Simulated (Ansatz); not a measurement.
Runs of Ansatz 0.2.0 on MnPt2. The structure is trigonal, space group P-3m1 (No. 164). Conventional cell: a = 2.858 Å, b = 2.858 Å, c = 6.533 Å, α = 90.00°, β = 90.00°, γ = 120.00°. Pt (site symmetry 3m) is surrounded by 3 Mn at 2.64 Å and 9 Pt at 2.86 to 2.91 Å. Mn (site symmetry -3m) is surrounded by 6 Pt at 2.64 Å and 6 Mn at 2.86 Å. The cell comes from a database or a generator and needn't be the stable form of this composition.

```tsv
spin	fixed moment (μB)	pressure (GPa)	moment (μB)	largest force (eV/Å)
collinear, ferromagnetic start	4.0	-2.5	4.00	0.05
collinear, ferromagnetic start	5.0	1.0	5.00	0.06
collinear, ferromagnetic start	6.0	5.9	6.00	0.29
collinear, ferromagnetic start	2.0	-10.5	2.00	0.17
collinear, ferromagnetic start	3.0	(b)	3.00	0.05
collinear, ferromagnetic start	1.0	-13.9	1.00	0.29
collinear, program default start	0.0	(c)	0.00	0.33
collinear, ferromagnetic start	8.0	22.9	8.00	(a)
```

Alike in all rows: task single point; level PBE; potentials or basis Ansatz PAW; cell as given; k mesh 9 × 9 × 4; cutoff (eV) 420; smearing fermi-dirac 0.05 eV.

Question: Fill in the values left out.

Answer: (a) 1.44; (b) -6.4; (c) -17.0.

Caveats: the total moment is fixed, so each spin has its own Fermi level; the thresholds are loose for stress; forces of over 1 eV/Å show positions far from the minimum, so gaps and moduli don't describe the material at rest (some runs).
